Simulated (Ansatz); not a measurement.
# Si2GeN4: the cell at several levels of theory, part 2 of 2

The system is Si2GeN4, beta-nitride host, a generated structure that needn't be the ground state.

Ansatz 0.2.0, plane waves. The steps go on from the part before.

## (3) Relaxing with r2SCAN

Start: the result of step 2.

The input, input.yaml:

```yaml
crystal:
  lattice:
    - [7.8185895496, 0.0, -0.0310150521]
    - [0.0, 2.9864343283, 0.0]
    - [-3.9361545978, 0.0, 6.7838577503]
  atoms:
    - { symbol: Si, position: [0.5918186831, 0.5, 0.8298716657] }
    - { symbol: Si, position: [0.8273510266, 0.0, 0.2295791262] }
    - { symbol: Ge, position: [0.7714365144, 0.0, 0.5987765617] }
    - { symbol: Si, position: [0.2301837983, 0.5, 0.409660608] }
    - { symbol: Si, position: [0.1768206101, 0.5, 0.7615780576] }
    - { symbol: Ge, position: [0.4003400556, 0.0, 0.1706258483] }
    - { symbol: "N", position: [0.3355295624, 0.5, 0.6670160735] }
    - { symbol: "N", position: [0.6723666069, 0.0, 0.3295962141] }
    - { symbol: "N", position: [0.7023764264, 0.5, 0.6849740547] }
    - { symbol: "N", position: [0.6661619837, 0.0, 0.9709881779] }
    - { symbol: "N", position: [0.0419129639, 0.0, 0.6943940667] }
    - { symbol: "N", position: [0.9692839788, 0.5, 0.2958364575] }
    - { symbol: "N", position: [0.298171619, 0.0, 0.3403471454] }
    - { symbol: "N", position: [0.316246171, 0.5, 0.0167559426] }
kpoints:
  mp_grid: { grid: [4, 8, 4] }
hamiltonian:
  xc: r2scan
scf:
  occupations: { method: fermi_dirac, width: 0.02 }
relax:
  f_tol: 0.005
  cell: {}
```

Output:

```text
Engine: ansatz 0.2.0, x86_64-unknown-linux-gnu
Pseudopotentials: kind: paw
Pseudopotential: Si, paw, valence charge 4, recommended cutoff 500 eV (meta_gga), Si.paw.azcp
Pseudopotential: Ge, paw, valence charge 14, recommended cutoff 500 eV (meta_gga), Ge.paw.azcp
Pseudopotential: N, paw, valence charge 5, recommended cutoff 500 eV (meta_gga), N.paw.azcp
Functional definition: r2SCAN
  parameter k0 = 0.174
  parameter k1 = 0.065
  parameter a1 = 4.9479
  exchange = r2scan_x(k0 = k0, k1 = k1, a1 = a1)
  correlation = r2scan_c
Crystal: 14 atoms, lattice volume = 158.036 Å³
Basis set: ecut = 500 eV, 4005 PW (Γ), exchange–correlation on 240×96×240 points (64 copies of the dense FFT grid, shifted against one another)
Bands: 56, of which v1, the nominal top of the filled ones, is band 42 counted from 1 (41 counted from 0)
Symmetry: 2 space group operations
Space group: Pm (ITA 6), of the structure as read, at distance tolerance 5.4e-5 Å
k-points: 50 of 128 (time reversal used)
Non-local potential: Si, projectors of the file, l = 0: 2, l = 1: 2, l = 2: 2
Non-local potential: Ge, projectors of the file, l = 0: 2, l = 1: 2, l = 2: 3, l = 3: 1
Non-local potential: N, projectors of the file, l = 0: 2, l = 1: 2, l = 2: 1
PAW form: soft (Blöchl's): semilocal exchange-correlation on the pseudo side does not see the compensation charge
PAW frozen core: Si, regenerated for the run's functional (the file was generated under x = pbe(κ = 0.804, μ = 0.2195149727645171), c = pbe(β = 0.06672455060314922))
PAW frozen core: Ge, regenerated for the run's functional (the file was generated under x = pbe(κ = 0.804, μ = 0.2195149727645171), c = pbe(β = 0.06672455060314922))
PAW frozen core: N, regenerated for the run's functional (the file was generated under x = pbe(κ = 0.804, μ = 0.2195149727645171), c = pbe(β = 0.06672455060314922))
PAW one-centre angular grid: Si, 302 points (default); XC on 160 Gauss nodes
PAW one-centre angular grid: Ge, 590 points (default); XC on 160 Gauss nodes
PAW one-centre angular grid: N, 302 points (default); XC on 160 Gauss nodes
Initial density: superposition of atomic densities (neutral atoms: chi_scale 0, normalization atom), corrected by the library's trained network
Initial wavefunctions: pseudopotential atomic-orbital guess
Functional: x = r2scan, c = r2scan; τ floored in thin density (d = 2e-4 eV/Å³)
SCF iter   1: F=—  HF=-14252.728503 eV  |F-HF|=—  |Δ(HF+E_count)|=         —  Δρ=8.25e-3  dr2=8.75e-2  dr2_τ=1.31e0  ethr=1.77e-3  ⟨swp⟩=6.8  Hψ=12756  notcnv=0  defer=24
preconditioner: auto → Resta (q_TF=auto, 2.456 Å⁻¹)  ε∞=3.1  [insulator: Δε(μ)=3.916 eV  Ē_g=18.842 eV  σ=0.020 eV  W_gap=1.00  n_scr=38 (ndim 8)  ℏωp=27.1 eV  f_vac=0.048  D(μ)=0.00/eV (n_scr^D=0)  ε∞_Penn≈3.1]
SCF iter   2: F=—  HF=-14253.043725 eV  |F-HF|=—  |Δ(HF+E_count)|=   3.15e-1  Δρ=5.29e-3  dr2=3.15e-2  dr2_τ=7.16e-4  ethr=1.04e-4  ⟨swp⟩=3.0  Hψ=5950  notcnv=0  defer=400
SCF iter   3: F=—  HF=-14253.041337 eV  |F-HF|=—  |Δ(HF+E_count)|=   2.39e-3  Δρ=1.83e-3  dr2=2.63e-3  dr2_τ=2.48e-4  ethr=3.75e-5  ⟨swp⟩=2.8  Hψ=4872  notcnv=0
automatic band count: iteration 3 solves 48 bands in place of 56: the levels show a gap, and the empty bands left out lie too high to hold charge; the band table lists the bands solved (type scf.n_extra_bands for more)
SCF iter   4: F=—  HF=-14253.039928 eV  |F-HF|=—  |Δ(HF+E_count)|=   1.41e-3  Δρ=2.85e-4  dr2=6.88e-5  dr2_τ=5.08e-5  ethr=3.13e-6  ⟨swp⟩=2.0  Hψ=4799  notcnv=0
SCF iter   5: F=—  HF=-14253.040007 eV  |F-HF|=—  |Δ(HF+E_count)|=   7.88e-5  Δρ=1.17e-4  dr2=1.28e-5  dr2_τ=1.31e-6  ethr=8.19e-8  ⟨swp⟩=2.0  Hψ=3686  notcnv=0
SCF iter   6: F=—  HF=-14253.040016 eV  |F-HF|=—  |Δ(HF+E_count)|=   9.27e-6  Δρ=4.20e-5  dr2=2.60e-6  dr2_τ=4.93e-7  ethr=1.52e-8  ⟨swp⟩=2.0  Hψ=4000  notcnv=0
SCF iter   7: F=—  HF=-14253.040016 eV  |F-HF|=—  |Δ(HF+E_count)|=   1.41e-7  Δρ=8.83e-6  dr2=1.07e-7  dr2_τ=8.29e-9  ethr=3.10e-9  ⟨swp⟩=2.0  Hψ=3859  notcnv=0
SCF iter   8: F=-14253.040016 eV  HF=-14253.040016 eV  |F-HF|=1.49e-8  |Δ(HF+E_count)|=   5.70e-8  Δρ=3.92e-6  dr2=2.73e-8  dr2_τ=2.77e-9  ethr=1.19e-10  ⟨swp⟩=4.3  Hψ=8423  notcnv=0
SCF 1 converged in 8 iterations: F = -14253.040016 eV  dr2 = 2.73e-8
relax step   1: F+E_penalty+E_count = -14253.04001579 eV  Δ(F+E_penalty+E_count) = +0.000e0 eV  max|allowed force component| = 1.600e-1 eV/Å  Δτ_max = 0.0000 Å  P = -5.897 GPa  Ω = 158.036 Å³  (8 SCF iters, dr2 threshold 1.00e-7 eV, accepted)
Crystal: 14 atoms, lattice volume = 155.755 Å³
Basis set: ecut = 500 eV, 3971 PW (Γ), exchange–correlation on 240×96×240 points (64 copies of the dense FFT grid, shifted against one another)
Initial density: handed on by an earlier stage of this run
Initial wavefunctions: those handed on with the density
iter 1 solved again at ethr=2.35e-5 eV; its pass at ethr=3.10e-3 eV (dr2=1.98e-2 eV) is discarded
SCF iter   1: F=—  HF=-14253.099245 eV  |F-HF|=—  |Δ(HF+E_count)|=         —  Δρ=3.33e-3  dr2=1.84e-2  dr2_τ=1.31e-2  ethr=2.35e-5  ⟨swp⟩=2.1  Hψ=10294  notcnv=0
automatic band count: iteration 1 solves 48 bands in place of 56: the levels show a gap, and the empty bands left out lie too high to hold charge; the band table lists the bands solved (type scf.n_extra_bands for more)
preconditioner: auto → Resta (q_TF=auto, 2.461 Å⁻¹)  ε∞=3.4  [insulator: Δε(μ)=4.165 eV  Ē_g=17.599 eV  σ=0.020 eV  W_gap=1.00  n_scr=34 (ndim 8)  ℏωp=27.3 eV  f_vac=0.048  D(μ)=0.00/eV (n_scr^D=0)  ε∞_Penn≈3.4]
SCF iter   2: F=—  HF=-14253.102854 eV  |F-HF|=—  |Δ(HF+E_count)|=   3.61e-3  Δρ=1.12e-3  dr2=2.28e-3  dr2_τ=2.91e-4  ethr=2.19e-5  ⟨swp⟩=2.9  Hψ=4240  notcnv=0
SCF iter   3: F=—  HF=-14253.102660 eV  |F-HF|=—  |Δ(HF+E_count)|=   1.94e-4  Δρ=4.28e-4  dr2=2.81e-4  dr2_τ=8.04e-6  ethr=2.71e-6  ⟨swp⟩=2.0  Hψ=3391  notcnv=0
SCF iter   4: F=—  HF=-14253.102711 eV  |F-HF|=—  |Δ(HF+E_count)|=   5.10e-5  Δρ=9.17e-5  dr2=1.69e-5  dr2_τ=1.82e-6  ethr=3.34e-7  ⟨swp⟩=2.0  Hψ=3551  notcnv=0
SCF iter   5: F=—  HF=-14253.102711 eV  |F-HF|=—  |Δ(HF+E_count)|=   6.75e-7  Δρ=3.67e-5  dr2=2.44e-6  dr2_τ=2.35e-7  ethr=2.01e-8  ⟨swp⟩=2.0  Hψ=4499  notcnv=0
SCF iter   6: F=-14253.102711 eV  HF=-14253.102711 eV  |F-HF|=1.34e-7  |Δ(HF+E_count)|=   7.29e-7  Δρ=1.21e-5  dr2=2.73e-7  dr2_τ=1.04e-8  ethr=1.67e-9  ⟨swp⟩=4.0  Hψ=8320  notcnv=0
SCF 2 converged in 6 iterations: F = -14253.102711 eV  dr2 = 2.73e-7
relax step   2: F+E_penalty+E_count = -14253.10271139 eV  Δ(F+E_penalty+E_count) = -6.270e-2 eV  max|allowed force component| = 4.598e-2 eV/Å  Δτ_max = 0.0059 Å  P = -2.633 GPa  Ω = 155.755 Å³  energy of the carried Pulay correction = +7.608e-4 eV  (6 SCF iters, dr2 threshold 1.40e-6 eV, accepted)
Crystal: 14 atoms, lattice volume = 154.016 Å³
Basis set: ecut = 500 eV, 3945 PW (Γ), exchange–correlation on 240×96×240 points (64 copies of the dense FFT grid, shifted against one another)
iter 1 solved again at ethr=1.47e-5 eV; its pass at ethr=3.10e-3 eV (dr2=1.24e-2 eV) is discarded
SCF iter   1: F=—  HF=-14253.115943 eV  |F-HF|=—  |Δ(HF+E_count)|=         —  Δρ=2.69e-3  dr2=1.15e-2  dr2_τ=8.23e-3  ethr=1.47e-5  ⟨swp⟩=2.0  Hψ=9992  notcnv=0
automatic band count: iteration 1 solves 48 bands in place of 56: the levels show a gap, and the empty bands left out lie too high to hold charge; the band table lists the bands solved (type scf.n_extra_bands for more)
preconditioner: auto → Resta (q_TF=auto, 2.466 Å⁻¹)  ε∞=3.4  [insulator: Δε(μ)=4.287 eV  Ē_g=17.687 eV  σ=0.020 eV  W_gap=1.00  n_scr=32 (ndim 8)  ℏωp=27.4 eV  f_vac=0.047  D(μ)=0.00/eV (n_scr^D=0)  ε∞_Penn≈3.4]
SCF iter   2: F=—  HF=-14253.117900 eV  |F-HF|=—  |Δ(HF+E_count)|=   1.96e-3  Δρ=9.44e-4  dr2=1.52e-3  dr2_τ=1.78e-4  ethr=1.37e-5  ⟨swp⟩=2.4  Hψ=4181  notcnv=0
SCF iter   3: F=—  HF=-14253.117719 eV  |F-HF|=—  |Δ(HF+E_count)|=   1.81e-4  Δρ=3.44e-4  dr2=1.80e-4  dr2_τ=5.55e-6  ethr=1.81e-6  ⟨swp⟩=2.0  Hψ=3374  notcnv=0
SCF iter   4: F=—  HF=-14253.117781 eV  |F-HF|=—  |Δ(HF+E_count)|=   6.21e-5  Δρ=7.07e-5  dr2=1.02e-5  dr2_τ=1.06e-6  ethr=2.14e-7  ⟨swp⟩=2.0  Hψ=3545  notcnv=0
SCF iter   5: F=—  HF=-14253.117781 eV  |F-HF|=—  |Δ(HF+E_count)|=   3.74e-7  Δρ=3.27e-5  dr2=1.91e-6  dr2_τ=2.24e-7  ethr=1.67e-9  ⟨swp⟩=5.0  Hψ=9965  notcnv=0
SCF iter   6: F=-14253.117782 eV  HF=-14253.117782 eV  |F-HF|=8.99e-8  |Δ(HF+E_count)|=   2.68e-7  Δρ=9.46e-6  dr2=1.81e-7  dr2_τ=8.46e-9  ethr=1.67e-9  ⟨swp⟩=4.2  Hψ=8134  notcnv=0
SCF 3 converged in 6 iterations: F = -14253.117782 eV  dr2 = 1.81e-7
relax step   3: F+E_penalty+E_count = -14253.11778177 eV  Δ(F+E_penalty+E_count) = -1.507e-2 eV  max|allowed force component| = 1.814e-2 eV/Å  Δτ_max = 0.0054 Å  P = +0.103 GPa  Ω = 154.016 Å³  energy of the carried Pulay correction = +1.348e-3 eV  (6 SCF iters, dr2 threshold 1.40e-6 eV, accepted)
[... 9 lines left out ...]
relax step   4: F+E_penalty+E_count = -14253.11783897 eV  Δ(F+E_penalty+E_count) = -5.720e-5 eV  max|allowed force component| = 8.481e-3 eV/Å  Δτ_max = 0.0014 Å  P = +0.005 GPa  Ω = 154.083 Å³  energy of the carried Pulay correction = +1.325e-3 eV  (4 SCF iters, dr2 threshold 1.02e-7 eV, accepted)
[... 11 lines left out ...]
relax step   5: F+E_penalty+E_count = -14253.11785891 eV  Δ(F+E_penalty+E_count) = -1.995e-5 eV  max|allowed force component| = 2.221e-3 eV/Å  Δτ_max = 0.0019 Å  P = -0.000 GPa  Ω = 154.096 Å³  energy of the carried Pulay correction = +1.321e-3 eV  (6 SCF iters, dr2 threshold 4.50e-9 eV, accepted)
Initial wavefunctions: pseudopotential atomic-orbital guess (no wavefunctions were taken with the density)
iter 1 solved again at ethr=2.77e-7 eV; its pass at ethr=3.10e-3 eV (dr2=2.33e-4 eV) is discarded
SCF iter   1: F=—  HF=-14253.116484 eV  |F-HF|=—  |Δ(HF+E_count)|=         —  Δρ=4.53e-5  dr2=3.14e-7  dr2_τ=1.17e-6  ethr=2.77e-7  ⟨swp⟩=4.4  Hψ=20978  notcnv=0
preconditioner: auto → Resta (q_TF=auto, 2.466 Å⁻¹)  ε∞=3.1  [insulator: Δε(μ)=4.273 eV  Ē_g=18.991 eV  σ=0.020 eV  W_gap=1.00  n_scr=32 (ndim 8)  ℏωp=27.4 eV  f_vac=0.048  D(μ)=0.00/eV (n_scr^D=0)  ε∞_Penn≈3.1]
SCF iter   2: F=—  HF=-14253.116505 eV  |F-HF|=—  |Δ(HF+E_count)|=   2.12e-5  Δρ=2.41e-5  dr2=1.11e-7  dr2_τ=9.23e-8  ethr=3.74e-10  ⟨swp⟩=2.9  Hψ=5392  notcnv=0
SCF iter   3: F=—  HF=-14253.116505 eV  |F-HF|=—  |Δ(HF+E_count)|=   2.85e-7  Δρ=5.23e-6  dr2=6.91e-9  dr2_τ=4.93e-9  ethr=1.32e-10  ⟨swp⟩=2.0  Hψ=4275  notcnv=0
SCF iter   4: F=—  HF=-14253.116505 eV  |F-HF|=—  |Δ(HF+E_count)|=   1.28e-8  Δρ=6.61e-7  dr2=4.09e-10  dr2_τ=1.20e-10  ethr=8.23e-12  ⟨swp⟩=2.0  Hψ=4900  notcnv=0
SCF iter   5: F=-14253.116505 eV  HF=-14253.116505 eV  |F-HF|=5.46e-12  |Δ(HF+E_count)|=  3.82e-11  Δρ=2.24e-7  dr2=3.96e-11  dr2_τ=3.92e-12  ethr=1.00e-12  ⟨swp⟩=6.4  Hψ=10109  notcnv=0
SCF 6 converged in 5 iterations: F = -14253.116505 eV  dr2 = 3.96e-11
relax step   6: F+E_penalty+E_count = -14253.11650546 eV  Δ(F+E_penalty+E_count) = +1.353e-3 eV  max|allowed force component| = 2.248e-3 eV/Å  Δτ_max = 0.0000 Å  P = +0.004 GPa  Ω = 154.096 Å³  stress off target by 7.41e-3 GPa  SCF on the basis re-selected at this cell (its energy is not comparable with the rows above)  (5 SCF iters)
basis re-selected at this cell: Δ(F+E_penalty+E_count) = +1.353e-3 eV, ΔP = +0.004 GPa vs the last step (what re-selecting the basis moved, of the pressure what is left beyond the Pulay correction that the steps carried, after the strain that the cell walked since its last selection, with what the two solves' SCF thresholds leave and, on support functions, any second-order correction that the steps lacked; it is no measure of the basis error at this ecutwfc). This SCF's stress stands 7.41e-3 GPa from its target on what of the cell is left free (relax.cell.stress_tol is 5.00e-2 GPa) and its largest allowed force component is 2.25e-3 eV/Å (relax.f_tol is 5.00e-3 eV/Å): within both
SCF converged after 5 iterations
Free energy (F): -14253.116505 eV
Harris-Foulkes:  -14253.116505 eV  (|F-HF|=5.46e-12)
Internal energy: -14253.116505 eV  (E = F + TS)
E sigma→0 (E₀):  -14253.116505 eV
Fermi energy:    10.429127 eV
--- Per-component energies (eV) ---
  E_band       = -278.463115
  E_kinetic    = 1482.847485
  E_local      = -7893.943979  (includes V_loc(G=0)·N_el)
  E_nonlocal   = 1304.105161
  E_hartree    = 3320.929033
  E_xc         = -832.978357
  E_vxc        = -1029.654831  (∫ρ·V_xc dr)
  E_paw        = -7191.341604  (= ΣΔE_a)
  E_vpaw       = -840.203643  (= ΣTr[D̂ρ^β])
  E_aug_tail   = 0.000223  (compensation charges beyond the density's cutoff)
  E_vtau       = 56.528285  (kinetic-family band-sum trace: ∫τ·v_τ [+ j·A + Jᵃ·Aᵃ] dr)
  E_ewald      = -4440.020686
  E_core_change = -2.713780  (= ΣΔE_core)
  E_smearing   = -0.000000  (= −TS)
  E_closure    = 0.000000  (closes the sum)
  Σ components = -14253.116505   (vs F -14253.116505, Δ=0.00e0)
--- Forces (eV/Å), atoms counted from 1 ---
  atom   1  Si     0.00009259     0.00000000    -0.00054903
  atom   2  Si    -0.00152912     0.00000000     0.00078669
  atom   3  Ge    -0.00119674     0.00000000    -0.00108847
  atom   4  Si     0.00180764     0.00000000    -0.00044358
  atom   5  Si     0.00022250     0.00000000    -0.00075486
  atom   6  Ge     0.00074737     0.00000000     0.00224893
  atom   7  N      0.00017045     0.00000000     0.00069620
  atom   8  N      0.00104448     0.00000000    -0.00149719
  atom   9  N     -0.00055532     0.00000000     0.00051334
  atom  10  N     -0.00025107     0.00000000    -0.00004466
  atom  11  N     -0.00013294     0.00000000     0.00087742
  atom  12  N     -0.00021814     0.00000000     0.00010850
  atom  13  N     -0.00092718     0.00000000    -0.00044853
  atom  14  N      0.00073112     0.00000000    -0.00039335
  max |Σ_I F_I| component: 1.14e-5 eV/Å
--- Stress (GPa, compression-positive) ---
        0.001488       0.000000      -0.000642
        0.000000       0.007412       0.000000
       -0.000633       0.000000       0.002211
  P = ⅓ Tr σ = 0.0037 GPa (0.037 kbar)
--- Band table (eV; the first three rows and the last of 50) ---
  k-point 0: bands = ["-16.8324", "-16.8125", "-16.7247", "-16.6638", "-16.6590", "-16.6482", "-16.5564", "-16.5336", "-16.5334", "-16.5104", "-10.6144", "-9.1733", "-9.1270", "-8.4855", "-8.3575", "-8.2842", "-7.0356", "-6.7844", "-0.2220", "-0.1352", "0.2824", "0.8027", "1.0056", "2.5916", "2.6035", "3.4588", "3.6473", "4.2661", "4.2822", "4.3142", "4.4130", "4.9663", "5.2289", "5.4005", "5.7400", "6.8456", "6.9026", "7.0922", "7.3370", "7.8446", "7.8636", "8.2180", "12.5568", "13.1250", "13.2552", "13.6199", "13.7544", "13.9018", "14.4187", "15.9245", "16.1096", "16.8669", "17.2796", "18.1714", "18.3996", "18.5613"]
  k-point 1: bands = ["-16.8327", "-16.8119", "-16.7251", "-16.6638", "-16.6590", "-16.6480", "-16.5560", "-16.5337", "-16.5336", "-16.5104", "-10.4763", "-9.4758", "-9.2423", "-8.8321", "-8.1012", "-7.7316", "-7.0119", "-6.8726", "-1.1271", "-0.3837", "0.2677", "1.3596", "1.6720", "2.6648", "2.7601", "3.6491", "3.7283", "4.1795", "4.2958", "4.3538", "4.4120", "5.0308", "5.2116", "5.3374", "5.7898", "6.4163", "6.7559", "6.9140", "7.0256", "7.7730", "7.8856", "8.2154", "12.9562", "13.2641", "13.3909", "13.6183", "13.8687", "13.9847", "14.7069", "15.5674", "16.1001", "16.5871", "17.0670", "17.7928", "18.1443", "18.4113"]
  k-point 2: bands = ["-16.8330", "-16.8114", "-16.7256", "-16.6638", "-16.6590", "-16.6479", "-16.5557", "-16.5341", "-16.5336", "-16.5104", "-10.1416", "-9.9926", "-9.3087", "-8.8847", "-7.8970", "-7.4158", "-7.1066", "-6.8689", "-1.6199", "-0.5858", "0.1330", "1.5904", "2.4666", "2.5685", "3.1847", "3.6187", "3.8989", "3.9950", "4.0983", "4.3073", "4.9638", "5.0928", "5.2656", "5.2931", "5.6826", "5.8182", "6.4219", "6.7187", "6.9515", "7.6417", "7.9294", "8.2111", "13.1964", "13.4532", "13.5213", "13.8629", "14.0140", "14.3112", "14.6985", "15.0674", "15.9233", "16.5709", "16.8404", "17.4365", "17.9858", "18.3880"]
  k-point 49: bands = ["-16.7966", "-16.7906", "-16.7124", "-16.6751", "-16.6392", "-16.5952", "-16.5815", "-16.5579", "-16.5302", "-16.5145", "-8.1411", "-8.0822", "-7.5506", "-7.4329", "-7.4152", "-7.3277", "-6.8088", "-6.7114", "-1.4622", "-0.9991", "-0.5653", "-0.4233", "-0.1421", "0.0821", "1.5588", "1.6326", "2.6458", "2.8247", "2.8893", "3.0974", "3.8807", "3.8817", "3.9439", "4.3182", "5.5596", "5.6174", "6.5303", "6.5544", "6.8648", "6.9240", "7.1806", "7.2935", "13.3833", "13.7386", "14.1077", "14.6644", "14.9296", "15.0067", "15.4447", "15.5562", "15.5920", "15.9041", "16.2244", "16.3086", "16.9236", "18.1107"]
--- Relaxed structure (5 steps of the walk, 5 accepted, 1 SCFs on fresh bases) ---
  F+E_penalty+E_count = -14253.11650546 eV   max|allowed force component| = 2.248e-3 eV/Å   (the final SCF, on the basis selected at the relaxed cell)
  cell:  # Å, volume = 154.0957 Å³
    - [7.751206562261086, 1.4567743871141223e-17, -0.02793767279625281]
    - [5.585553829587202e-18, 2.9618578603150296, 5.337486377483349e-18]
    - [-3.8997904806897044, 4.762584198366895e-18, 6.726135685441038]
  atoms:
    - { symbol: Si, position: [0.5917752804115195, 0.4999999999999999, 0.8291933394288877] }
    - { symbol: Si, position: [0.826936067453141, 4.7095027971063914e-20, 0.22907671533729168] }
    - { symbol: Ge, position: [0.7716603958165736, -1.1311156775729883e-19, 0.5984482724029178] }
    - { symbol: Si, position: [0.22996737156583563, 0.4999999999999999, 0.40956716791077785] }
    - { symbol: Si, position: [0.17702939859212774, 0.4999999999999999, 0.7624892085516385] }
    - { symbol: Ge, position: [0.40078814310420063, -3.1970230659894396e-20, 0.17129742557163088] }
    - { symbol: N, position: [0.3352811155144064, 0.4999999999999999, 0.6670051240354583] }
    - { symbol: N, position: [0.6722401499093152, 5.754908423781905e-20, 0.329738312444459] }
    - { symbol: N, position: [0.7018089344970257, 0.4999999999999999, 0.6834771857374624] }
    - { symbol: N, position: [0.6659683127851687, -2.1481242116314922e-20, 0.9704566779150522] }
    - { symbol: N, position: [0.041756426070233554, 1.8384607715710503e-19, 0.6953395188412798] }
    - { symbol: N, position: [0.9690001884461724, 0.4999999999999999, 0.2959275193160131] }
    - { symbol: N, position: [0.29821284837209017, -4.412918093878416e-20, 0.34012746567702645] }
    - { symbol: N, position: [0.31757536766218775, 0.4999999999999999, 0.0178560667301038] }
```

Wall time 13 s (1 × NVIDIA H100 80GB HBM3 with 2 threads of AMD EPYC 7R13 (Zen 3), shared host); peak host memory 1.2 GiB.

The path of the relaxation:

| step | energy change (meV/atom) | largest force (eV/Å) | pressure (GPa) | volume (Å³/atom) |
| --- | --- | --- | --- | --- |
| 1 | 0.0 | 0.1600 | -5.90 | 11.288 |
| 2 | -4.5 | 0.0460 | -2.63 | 11.125 |
| 3 | -5.6 | 0.0181 | 0.10 | 11.001 |
| 4 | -5.6 | 0.0085 | 0.01 | 11.006 |
| 5 | -5.6 | 0.0022 | 0.00 | 11.007 |
| 6 | -5.5 | 0.0022 | 0.00 | 11.007 |

Step 6 solves the same cell on a plane-wave basis chosen anew, so the energy can jump there without a move.

The table lists every geometry solved, with passes on a fresh basis, whose energies don't compare exactly with the rows above.

```
                        before    after   change
                a (Å)    7.789    7.727  -0.81 %
                b (Å)    2.986    2.962  -0.82 %
                c (Å)    7.819    7.751  -0.86 %
                β (°)  119.669  119.692  +0.02 %
     volume (Å³/atom)   11.288   11.007  -2.49 %
shortest distance (Å)    1.729    1.716  -0.73 %
          space group       Pm       Pm     same
```

## (4) All levels compared

The summary covers parts 1 to 2.

| level | a (Å) | b (Å) | c (Å) | β (°) | volume (Å³/atom) | space group | SCF geometries |
| --- | --- | --- | --- | --- | --- | --- | --- |
| PBE | 7.789 | 2.986 | 7.819 | 119.669 | 11.288 | Pm | 10 |
| r2SCAN | 7.727 | 2.962 | 7.751 | 119.692 | 11.007 | Pm | 6 |

**Reading.** The first relaxation changed the volume by +6.0 % from the start. r2SCAN gives the smallest cell and PBE the largest; they differ by 2.6 % in volume, a mean of 0.8 % in length.
